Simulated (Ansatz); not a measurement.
# CHFSiTe: molecular dynamics

Purpose: to follow the molecule's vibrations and see whether its bonds hold. The start is relaxed first. Runs: 150 steps of 0.25 fs at constant energy (fourth-order Milne integrator), with velocities drawn for 1000 K; 150 steps of 0.5 fs under a Langevin thermostat at 300 K. SMILES of the start: FC#[Si][TeH].

All numbers below are computed with Ansatz 0.2.0 (RKS B3LYP/def2-SVP).

## 1. The starting structure

Bond lengths: F1–C2 1.334 Å, C2–Si3 1.716 Å, Si3–Te4 2.480 Å, Te4–H5 1.661 Å. Angles: F1–C2–Si3 137.2°, C2–Si3–Te4 129.5°, Si3–Te4–H5 89.4°.

As a file:

```xyz
5

F     1.8722   -1.7295    1.5327
C     0.7701   -1.1347    1.0721
Si    0.3514   -0.0847   -0.2190
Te   -1.8694    0.8059   -0.8703
H    -1.1244    2.1429   -1.5154
```

## 2. Relaxing the start

File input.yaml:

```yaml
crystal:
  periodic: [false, false, false]
  atoms:
    - { symbol: F, position_ang: [1.87216, -1.72947, 1.53267] }
    - { symbol: C, position_ang: [0.77014, -1.13471, 1.07207] }
    - { symbol: Si, position_ang: [0.35145, -0.08466, -0.21901] }
    - { symbol: Te, position_ang: [-1.86939, 0.80594, -0.87035] }
    - { symbol: H, position_ang: [-1.12436, 2.1429, -1.51539] }
basis:
  gaussian: { orbitals: def2-SVP }
hamiltonian:
  xc: b3lyp
relax:
  f_tol: 0.02
  max_steps: 40
scf:
  lower_state_search: "off"
output:
  orbitals: {}
```

Launch:

```bash
$ ansatz run input.yaml --threads 1 --pin off --max-ram 2048MiB --backend cpu --events-out ev --progress --plain --runs-dir out
```

Standard output, cut to the lines that bear on the results:

```text
Warning: RAYON_NUM_THREADS=1 ignored (pool sized by the plan → 1); use --threads N
[...]
Functional definition: B3LYP
[...]
906 factors; integrals over basis functions are off by at most 3.3e-4 eV
[...]
mean field -18934.39229978 eV, -695.8260828247 hartree, gradient 1.8e-6 eV, S^2 0.000000; 0 other end points of the search recorded, 0 dependent functions left out
[...]
reference -18934.39250490 eV, -695.8260903629 hartree; 27, 27 occupied and 50, 50 virtual orbitals, 906 factors
relax step   1: F+E_penalty+E_count = -18934.39229978 eV  Δ(F+E_penalty+E_count) = +0.000e0 eV  max|allowed force component| = 1.746e0 eV/Å  Δτ_max = 0.0000 Å  (18 SCF iters, accepted)
[...]
relax step   4: F+E_penalty+E_count = -18934.52781299 eV  Δ(F+E_penalty+E_count) = -8.385e-2 eV  max|allowed force component| = 1.820e0 eV/Å  Δτ_max = 0.0765 Å  (23 SCF iters, accepted)
[...]
relax step   7: F+E_penalty+E_count = -18934.76332194 eV  Δ(F+E_penalty+E_count) = -5.070e-2 eV  max|allowed force component| = 2.828e-1 eV/Å  Δτ_max = 0.1993 Å  (24 SCF iters, accepted)
[...]
relax step  10: F+E_penalty+E_count = -18934.74827773 eV  Δ(F+E_penalty+E_count) = +2.788e-2 eV  max|allowed force component| = 9.703e-1 eV/Å  Δτ_max = 0.1951 Å  (24 SCF iters, rejected (line search))
[...]
relax step  13: F+E_penalty+E_count = -18934.78391535 eV  Δ(F+E_penalty+E_count) = +1.004e-5 eV  max|allowed force component| = 6.543e-2 eV/Å  Δτ_max = 0.0100 Å  (24 SCF iters, rejected (line search))
[...]
relax step  14: F+E_penalty+E_count = -18934.78425922 eV  Δ(F+E_penalty+E_count) = -3.338e-4 eV  max|allowed force component| = 1.169e-2 eV/Å  Δτ_max = 0.0049 Å  (17 SCF iters, accepted)
Total energy: -18934.78446631 eV, -695.8404946791 hartree
Atom 0 at     1.279000    -1.887311     1.600949 Å, force    -0.000734     0.002548    -0.006899 eV/Å
Atom 1 at     0.884349    -0.967258     0.807829 Å, force    -0.003817     0.000233     0.006621 eV/Å
Atom 2 at     0.877250     0.311535    -0.307778 Å, force     0.010833     0.001531    -0.002818 eV/Å
Atom 3 at    -1.653427     0.646659    -0.509204 Å, force    -0.009831     0.007380    -0.005634 eV/Å
Atom 4 at    -1.387171     1.896375    -1.591805 Å, force     0.003547    -0.011692     0.008729 eV/Å
Dipole moment:    -0.030272     0.041811    -0.034067 e Å
Checks for a lower state left out: stability, starts, cluster_reference, orbital_swaps, neighbouring_geometries, increment
```

It took 40 s on 1 thread of Arm Neoverse V2, shared host; peak memory 0.17 GiB.

Relaxation path:

| step | energy from step 1 (eV) | largest force component (eV/Å) |
| --- | --- | --- |
| 1 | 0.0000 | 1.7461 |
| 2 | -0.0517 | 2.0457 |
| 3x | -0.0209 | 2.9840 |
| 4 | -0.1355 | 1.8199 |
| 5 | -0.1634 | 1.9583 |
| 6 | -0.3203 | 1.1677 |
| 7 | -0.3710 | 0.2828 |
| 8 | -0.3810 | 0.4315 |
| 9 | -0.3839 | 0.5529 |
| 10x | -0.3560 | 0.9703 |
| 11 | -0.3905 | 0.0509 |
| 12 | -0.3916 | 0.0516 |
| 13x | -0.3916 | 0.0654 |
| 14 | -0.3920 | 0.0117 |

Step 1 is the start. 3 steps were tried and not accepted (marked x).

After: Bond lengths: F1–C2 1.277 Å, C2–Si3 1.697 Å, Si3–Te4 2.561 Å, Te4–H5 1.675 Å. Angles: F1–C2–Si3 162.2°, C2–Si3–Te4 98.9°, Si3–Te4–H5 89.5°.

## 3. Run 1

150 steps of 0.25 fs at constant energy (fourth-order milne integrator), with velocities drawn for 1000 K, from the relaxed start.

File input.yaml:

```yaml
crystal:
  periodic: [false, false, false]
  atoms:
    - { symbol: F, position_ang: [1.279, -1.887311, 1.600949] }
    - { symbol: C, position_ang: [0.884349, -0.967258, 0.807829] }
    - { symbol: Si, position_ang: [0.87725, 0.311535, -0.307778] }
    - { symbol: Te, position_ang: [-1.653427, 0.646659, -0.509204] }
    - { symbol: H, position_ang: [-1.387171, 1.896375, -1.591805] }
basis:
  gaussian: { orbitals: def2-SVP }
hamiltonian:
  xc: b3lyp
md:
  timestep: 0.25
  n_steps: 150
  ensemble: nve_milne
  temperature: 1000.0
  initial_velocities: maxwell_boltzmann
  seed: 888270
scf:
  lower_state_search: "off"
```

Launch:

```bash
$ ansatz run input.yaml --threads 1 --pin off --max-ram 2048MiB --backend cpu --events-out ev --progress --plain --runs-dir out
```

Standard output, cut to the lines that bear on the results:

```text
Warning: RAYON_NUM_THREADS=1 ignored (pool sized by the plan → 1); use --threads N
[...]
Functional definition: B3LYP
[...]
910 factors; integrals over basis functions are off by at most 4.0e-4 eV
[...]
mean field -18934.78426119 eV, -695.8404871411 hartree, gradient 5.3e-6 eV, S^2 0.000000; 0 other end points of the search recorded, 0 dependent functions left out
[...]
reference -18934.78446840 eV, -695.8404947557 hartree; 27, 27 occupied and 50, 50 virtual orbitals, 910 factors
md step     0: t =     0.00 fs  T =  1000.0 K  F+E_penalty+E_count = -18934.78426119 eV  E_kin = 0.387780 eV  conserved = -18934.39648119 eV  (17 SCF iters)
[...]
md step    19: t =     4.75 fs  T =   677.2 K  F+E_penalty+E_count = -18934.65907438 eV  E_kin = 0.262592 eV  conserved = -18934.39648240 eV  (19 SCF iters)
[...]
md step    38: t =     9.50 fs  T =   456.9 K  F+E_penalty+E_count = -18934.57364306 eV  E_kin = 0.177161 eV  conserved = -18934.39648187 eV  (18 SCF iters)
[...]
md step    57: t =    14.25 fs  T =   324.4 K  F+E_penalty+E_count = -18934.52226930 eV  E_kin = 0.125787 eV  conserved = -18934.39648227 eV  (19 SCF iters)
[...]
md step    74: t =    18.50 fs  T =   371.0 K  F+E_penalty+E_count = -18934.54033033 eV  E_kin = 0.143848 eV  conserved = -18934.39648249 eV  (18 SCF iters)
md step    75: t =    18.75 fs  T =   376.4 K  F+E_penalty+E_count = -18934.54243342 eV  E_kin = 0.145951 eV  conserved = -18934.39648282 eV  (18 SCF iters)
```

## 4. The output, continued: dynamics from the start

The log, continued, cut to the lines that bear on the results:

```text
md step    76: t =    19.00 fs  T =   383.8 K  F+E_penalty+E_count = -18934.54530578 eV  E_kin = 0.148823 eV  conserved = -18934.39648259 eV  (18 SCF iters)
[...]
md step    94: t =    23.50 fs  T =   747.1 K  F+E_penalty+E_count = -18934.68618898 eV  E_kin = 0.289707 eV  conserved = -18934.39648158 eV  (18 SCF iters)
[...]
md step   112: t =    28.00 fs  T =   674.3 K  F+E_penalty+E_count = -18934.65794361 eV  E_kin = 0.261462 eV  conserved = -18934.39648158 eV  (18 SCF iters)
[...]
md step   130: t =    32.50 fs  T =   510.6 K  F+E_penalty+E_count = -18934.59446672 eV  E_kin = 0.197986 eV  conserved = -18934.39648120 eV  (18 SCF iters)
[...]
md step   148: t =    37.00 fs  T =   192.5 K  F+E_penalty+E_count = -18934.47113338 eV  E_kin = 0.074652 eV  conserved = -18934.39648173 eV  (15 SCF iters)
[...]
md step   149: t =    37.25 fs  T =   190.4 K  F+E_penalty+E_count = -18934.47031297 eV  E_kin = 0.073831 eV  conserved = -18934.39648174 eV  (16 SCF iters)
[...]
md step   150: t =    37.50 fs  T =   190.2 K  F+E_penalty+E_count = -18934.47025647 eV  E_kin = 0.073775 eV  conserved = -18934.39648160 eV  (17 SCF iters)
Total energy: -18934.47046434 eV, -695.8289553195 hartree
Atom 0 at     1.137298    -1.851149     1.564407 Å, force     0.468476    -0.783853     0.744624 eV/Å
Atom 1 at     1.004993    -0.858389     0.804762 Å, force    -1.012030    -1.863564     1.741707 eV/Å
Atom 2 at     1.022768     0.286803    -0.325216 Å, force    -0.419498     2.863530    -2.668410 eV/Å
Atom 3 at    -1.675380     0.634174    -0.504814 Å, force     0.825189    -0.946171     0.400980 eV/Å
Atom 4 at    -1.429435     2.187064    -0.936400 Å, force     0.137863     0.730057    -0.218901 eV/Å
Dipole moment:    -0.074367    -0.015182     0.003530 e Å
Checks for a lower state left out: stability, starts, cluster_reference, orbital_swaps, neighbouring_geometries, increment
```

Wall time 5.2 min (1 thread of Arm Neoverse V2, shared host); peak memory 0.16 GiB.

## 5. What the atoms did

One step in 11; energies are changes from step 0:

| time (fs) | T (K) | potential energy change (meV/atom) | total energy change (meV/atom) |
| --- | --- | --- | --- |
| 0.0 | 1000 | 0.0 | 0.00 |
| 2.8 | 822 | 13.8 | 0.00 |
| 5.5 | 650 | 27.1 | 0.00 |
| 8.2 | 541 | 35.6 | 0.00 |
| 11.0 | 363 | 49.4 | 0.00 |
| 13.8 | 317 | 53.0 | 0.00 |
| 16.5 | 359 | 49.7 | 0.00 |
| 19.2 | 393 | 47.0 | 0.00 |
| 22.0 | 628 | 28.8 | 0.00 |
| 24.8 | 779 | 17.2 | 0.00 |
| 27.5 | 695 | 23.7 | 0.00 |
| 30.2 | 604 | 30.7 | 0.00 |
| 33.0 | 474 | 40.8 | 0.00 |
| 35.8 | 238 | 59.1 | 0.00 |
| 37.5 | 190 | 62.8 | 0.00 |

time (fs), T (K) and a bar:
```
      0.0       1000 ##############################
      1.8        916 ###########################
      3.2        776 ######################
      5.0        667 ##################
      6.5        621 ################
      8.2        541 #############
      9.8        440 #########
     11.5        341 ######
     13.0        312 #####
     14.8        334 #####
     16.2        357 ######
     18.0        365 ######
     19.5        405 ########
     21.2        551 #############
     22.8        697 ###################
     24.5        777 ######################
     26.0        756 #####################
     27.8        684 ##################
     29.2        631 ################
     31.0        583 ###############
     32.5        511 ############
     34.2        361 ######
     35.8        238 ##
     37.5        190
```

## 6. Positions and forces

Positions (Å) and forces (eV/Å):

```xyz
5
time_fs=4.8 T=677 dE=0.1252
F     1.275   -1.909    1.616    0.087   -0.411    0.345
C     0.869   -0.989    0.848    0.047    1.876   -1.659
Si    0.911    0.340   -0.340   -0.255   -1.460    1.315
Te   -1.659    0.646   -0.509   -0.035   -0.776    0.592
H    -1.408    1.913   -1.485    0.157    0.770   -0.594
5
time_fs=9.5 T=457 dE=0.2106
F     1.272   -1.933    1.634   -0.448    0.665   -0.537
C     0.855   -0.982    0.861    0.728    1.178   -1.148
Si    0.943    0.357   -0.362   -0.573   -1.837    1.698
Te   -1.664    0.644   -0.508    0.401    0.545   -0.393
H    -1.404    2.046   -1.470   -0.107   -0.551    0.381
5
time_fs=14.0 T=320 dE=0.2636
F     1.264   -1.950    1.645   -0.922    1.845   -1.456
C     0.853   -0.955    0.855    1.233   -0.160   -0.118
Si    0.969    0.361   -0.372   -0.764   -1.659    1.577
Te   -1.668    0.642   -0.508    0.553    0.542   -0.359
H    -1.416    2.091   -1.401   -0.100   -0.569    0.357
5
time_fs=18.8 T=376 dE=0.2418
F     1.246   -1.947    1.641   -0.899    2.140   -1.647
C     0.873   -0.929    0.846    1.103   -0.887    0.446
Si    0.990    0.353   -0.370   -0.806   -1.176    1.166
Te   -1.672    0.642   -0.508    0.443   -0.929    0.490
H    -1.444    2.052   -1.272    0.158    0.852   -0.455
5
time_fs=23.5 T=747 dE=0.0981
F     1.218   -1.921    1.619   -0.359    1.100   -0.803
C     0.911   -0.918    0.844    0.355   -0.365    0.073
Si    1.006    0.336   -0.359   -0.730   -0.592    0.638
Te   -1.675    0.640   -0.507    0.694   -0.126    0.077
H    -1.447    2.143   -1.210    0.040   -0.018    0.014
5
time_fs=28.0 T=674 dE=0.1263
F     1.188   -1.886    1.591    0.349   -0.994    0.838
C     0.953   -0.911    0.842   -0.583    1.071   -0.955
Si    1.015    0.316   -0.344   -0.600    0.122   -0.029
Te   -1.676    0.638   -0.506    0.912    0.675   -0.216
H    -1.440    2.236   -1.157   -0.077   -0.875    0.361
5
time_fs=32.8 T=493 dE=0.1966
F     1.159   -1.859    1.570    0.594   -1.856    1.536
C     0.988   -0.889    0.826   -1.034    0.614   -0.405
Si    1.021    0.295   -0.330   -0.479    1.471   -1.310
Te   -1.677    0.636   -0.506    0.826   -0.490    0.272
H    -1.444    2.187   -1.039    0.093    0.261   -0.093
5
time_fs=37.5 T=190 dE=0.3140
F     1.137   -1.851    1.564    0.469   -0.784    0.745
C     1.005   -0.858    0.805   -1.012   -1.864    1.742
Si    1.023    0.287   -0.325   -0.419    2.864   -2.668
Te   -1.675    0.634   -0.505    0.825   -0.946    0.401
H    -1.429    2.187   -0.936    0.138    0.730   -0.219
```

On run 1: The temperature starts at 1000 K and averages 542 K in the second half, where it ranges from 190 to 779 K. About half is expected from a start at a minimum: kinetic energy passes into potential energy until both shares match. The total energy strays from its start by at most 0.00 meV/atom, under 0.1 % of the mean kinetic energy, so a step of 0.25 fs is short enough over this time. The bonds all hold.

## 7. Run 2

150 steps of 0.5 fs under a Langevin thermostat at 300 K, from the relaxed start.

input.yaml: that of step 3 with these lines changed.

```diff
@@ -13,8 +13,9 @@
 md:
-  timestep: 0.25
+  timestep: 0.5
   n_steps: 150
-  ensemble: nve_milne
-  temperature: 1000.0
+  ensemble: nvt_langevin
+  temperature: 300.0
   initial_velocities: maxwell_boltzmann
-  seed: 888270
+  seed: 376557
+  friction: 0.005
 scf:
```

Launch:

```bash
$ ansatz run input.yaml --threads 1 --pin off --max-ram 2048MiB --backend cpu --events-out ev --progress --plain --runs-dir out
```

Standard output, cut to the lines that bear on the results:

```text
Warning: RAYON_NUM_THREADS=1 ignored (pool sized by the plan → 1); use --threads N
[...]
Functional definition: B3LYP
[...]
910 factors; integrals over basis functions are off by at most 4.0e-4 eV
[...]
mean field -18934.78426119 eV, -695.8404871411 hartree, gradient 5.3e-6 eV, S^2 0.000000; 0 other end points of the search recorded, 0 dependent functions left out
[...]
reference -18934.78446840 eV, -695.8404947557 hartree; 27, 27 occupied and 50, 50 virtual orbitals, 910 factors
md step     0: t =     0.00 fs  T =   240.0 K  F+E_penalty+E_count = -18934.78426119 eV  E_kin = 0.155112 eV  (17 SCF iters)
[...]
md step    19: t =     9.50 fs  T =   242.6 K  F+E_penalty+E_count = -18934.76535403 eV  E_kin = 0.156775 eV  (17 SCF iters)
[...]
md step    38: t =    19.00 fs  T =   201.7 K  F+E_penalty+E_count = -18934.73834267 eV  E_kin = 0.130373 eV  (16 SCF iters)
[...]
md step    57: t =    28.50 fs  T =   174.6 K  F+E_penalty+E_count = -18934.71259157 eV  E_kin = 0.112831 eV  (19 SCF iters)
[...]
md step    74: t =    37.00 fs  T =   210.4 K  F+E_penalty+E_count = -18934.70179461 eV  E_kin = 0.135997 eV  (18 SCF iters)
md step    75: t =    37.50 fs  T =   219.0 K  F+E_penalty+E_count = -18934.70486109 eV  E_kin = 0.141563 eV  (18 SCF iters)
```

## 8. More of the same log: dynamics from the start

The log, continued, cut to the lines that bear on the results:

```text
md step    76: t =    38.00 fs  T =   213.5 K  F+E_penalty+E_count = -18934.70808908 eV  E_kin = 0.138016 eV  (19 SCF iters)
[...]
md step    94: t =    47.00 fs  T =   205.9 K  F+E_penalty+E_count = -18934.70045780 eV  E_kin = 0.133070 eV  (18 SCF iters)
[...]
md step   112: t =    56.00 fs  T =   315.4 K  F+E_penalty+E_count = -18934.72850655 eV  E_kin = 0.203853 eV  (25 SCF iters)
[...]
md step   130: t =    65.00 fs  T =   354.1 K  F+E_penalty+E_count = -18934.75400753 eV  E_kin = 0.228850 eV  (26 SCF iters)
[...]
md step   148: t =    74.00 fs  T =   372.5 K  F+E_penalty+E_count = -18934.74526324 eV  E_kin = 0.240733 eV  (25 SCF iters)
[...]
md step   149: t =    74.50 fs  T =   347.0 K  F+E_penalty+E_count = -18934.73779782 eV  E_kin = 0.224239 eV  (26 SCF iters)
[...]
md step   150: t =    75.00 fs  T =   354.7 K  F+E_penalty+E_count = -18934.72907425 eV  E_kin = 0.229267 eV  (25 SCF iters)
Total energy: -18934.72927965 eV, -695.8384666068 hartree
Atom 0 at     0.986370    -1.930726     1.540521 Å, force     0.153999    -0.314961     0.318709 eV/Å
Atom 1 at     0.734997    -1.055385     0.659363 Å, force    -0.298322    -0.120372     0.210134 eV/Å
Atom 2 at     0.805351     0.104814    -0.552608 Å, force     0.363705     0.391550    -0.495722 eV/Å
Atom 3 at    -1.651434     0.791156    -0.422373 Å, force    -0.066233     0.104307    -0.802220 eV/Å
Atom 4 at    -1.562013     1.075803    -2.125580 Å, force    -0.153149    -0.060524     0.769098 eV/Å
Dipole moment:    -0.037842     0.001981     0.010273 e Å
Checks for a lower state left out: stability, starts, cluster_reference, orbital_swaps, neighbouring_geometries, increment
```

Wall time 5.3 min (1 thread of Arm Neoverse V2, shared host); peak memory 0.16 GiB.

## 9. Frames and traces

One step in 8; energies are changes from step 0:

| time (fs) | T (K) | potential energy change (meV/atom) |
| --- | --- | --- |
| 0.0 | 240 | 0.0 |
| 4.0 | 278 | 2.0 |
| 8.0 | 255 | 2.6 |
| 12.0 | 183 | 6.5 |
| 16.0 | 209 | 6.6 |
| 20.0 | 199 | 9.9 |
| 24.0 | 169 | 10.5 |
| 28.0 | 175 | 14.3 |
| 32.0 | 195 | 13.6 |
| 36.0 | 200 | 17.1 |
| 40.0 | 199 | 14.0 |
| 44.0 | 190 | 17.6 |
| 48.0 | 213 | 15.4 |
| 52.0 | 249 | 16.7 |
| 56.0 | 315 | 11.2 |
| 60.0 | 302 | 13.2 |
| 64.0 | 330 | 7.3 |
| 68.0 | 334 | 9.2 |
| 72.0 | 367 | 6.1 |
| 75.0 | 355 | 11.0 |

time (fs), T (K) and a bar:
```
      0.0        240 #########
      3.5        272 ##############
      6.5        262 ############
     10.0        231 ########
     13.0        193 ##
     16.5        195 ##
     19.5        202 ###
     23.0        183 #
     26.0        179 
     29.5        186 #
     32.5        202 ###
     36.0        200 ###
     39.0        208 ####
     42.5        213 #####
     45.5        188 #
     49.0        262 ############
     52.0        249 ##########
     55.5        306 ###################
     58.5        327 ######################
     62.0        270 ##############
     65.0        354 ##########################
     68.5        349 #########################
     71.5        380 ##############################
     75.0        355 ##########################
```

## 10. Snapshots as a file

Positions (Å) and forces (eV/Å):

```xyz
5
time_fs=9.5 T=243 dE=0.0189
F     1.246   -1.925    1.593    0.120    0.126   -0.091
C     0.928   -0.978    0.795   -0.334   -0.135    0.100
Si    0.904    0.267   -0.358   -0.092    0.072   -0.049
Te   -1.665    0.662   -0.501    0.414    0.105   -0.119
H    -1.328    1.890   -1.612   -0.107   -0.168    0.159
5
time_fs=19.0 T=202 dE=0.0459
F     1.218   -1.955    1.581    0.142    0.198   -0.128
C     0.942   -0.990    0.788   -0.419   -0.079    0.011
Si    0.933    0.227   -0.404   -0.277    0.021    0.038
Te   -1.673    0.675   -0.493    0.486   -0.491    0.397
H    -1.358    1.859   -1.593    0.068    0.352   -0.319
5
time_fs=28.0 T=175 dE=0.0713
F     1.188   -1.969    1.575    0.137    0.060    0.030
C     0.930   -0.996    0.792   -0.367    0.085   -0.204
Si    0.963    0.189   -0.437   -0.526    0.069    0.066
Te   -1.679    0.688   -0.483    0.785    0.133   -0.255
H    -1.414    1.858   -1.698   -0.028   -0.347    0.364
5
time_fs=37.5 T=219 dE=0.0794
F     1.154   -1.981    1.574   -0.002    0.183   -0.035
C     0.883   -1.011    0.786   -0.102   -0.091   -0.122
Si    0.968    0.154   -0.459   -0.701    0.129    0.074
Te   -1.683    0.709   -0.472    0.671   -0.552    0.513
H    -1.451    1.700   -1.760    0.135    0.331   -0.430
5
time_fs=47.0 T=206 dE=0.0838
F     1.120   -1.975    1.574   -0.081   -0.065    0.194
C     0.821   -1.025    0.781    0.153    0.223   -0.463
Si    0.961    0.127   -0.481   -0.831    0.024    0.254
Te   -1.684    0.729   -0.461    0.846    0.069   -0.435
H    -1.437    1.571   -1.927   -0.087   -0.252    0.450
5
time_fs=56.0 T=315 dE=0.0558
F     1.075   -1.966    1.574   -0.148    0.087    0.049
C     0.780   -1.031    0.755    0.229   -0.049   -0.173
Si    0.928    0.113   -0.505   -0.676    0.094    0.168
Te   -1.679    0.752   -0.449    0.649   -0.248    0.165
H    -1.435    1.395   -1.960   -0.054    0.117   -0.209
5
time_fs=65.5 T=343 dE=0.0299
F     1.025   -1.950    1.558   -0.030   -0.001    0.073
C     0.759   -1.038    0.707   -0.027   -0.347    0.288
Si    0.873    0.107   -0.525   -0.228    0.415   -0.295
Te   -1.668    0.774   -0.436    0.405   -0.161    0.067
H    -1.464    1.229   -2.026   -0.120    0.094   -0.133
5
time_fs=75.0 T=355 dE=0.0552
F     0.986   -1.931    1.540    0.154   -0.315    0.319
C     0.735   -1.055    0.659   -0.298   -0.120    0.210
Si    0.805    0.105   -0.553    0.364    0.392   -0.496
Te   -1.651    0.791   -0.422   -0.066    0.104   -0.802
H    -1.562    1.076   -2.126   -0.153   -0.060    0.769
```

On run 2: Against a set 300 K the second half averages 282 K, going from 219 to 355 K over that half. No bond forms or breaks.

## 11. What came out

| quantity | value |
| --- | --- |
| relaxation of the start | 10 moves, 0.392 eV lower |
| run 1: length | 150 steps of 0.25 fs |
| run 1: temperature, first and last step | 1000 and 190 K |
| run 1: temperature, second half | mean 542 K, from 190 to 779 K |
| run 1: potential energy, second half | +36 meV/atom from this run's first step |
| run 1: largest change of the total energy | 0.00 meV/atom |
| run 1: bonds formed or broken | 0 |
| run 2: length | 150 steps of 0.5 fs |
| run 2: temperature, first and last step | 240 and 355 K |
| run 2: temperature, second half | mean 282 K, from 188 to 380 K |
| run 2: potential energy, second half | +12 meV/atom from this run's first step |
| run 2: bonds formed or broken | 0 |

In words: Mean temperatures of the second halves: 542 K, 282 K. No bond formed or broke in any run. 75 fs on 5 atoms is far too short and small for converged averages. The nuclei move classically, without zero-point motion, which matters most for hydrogen.
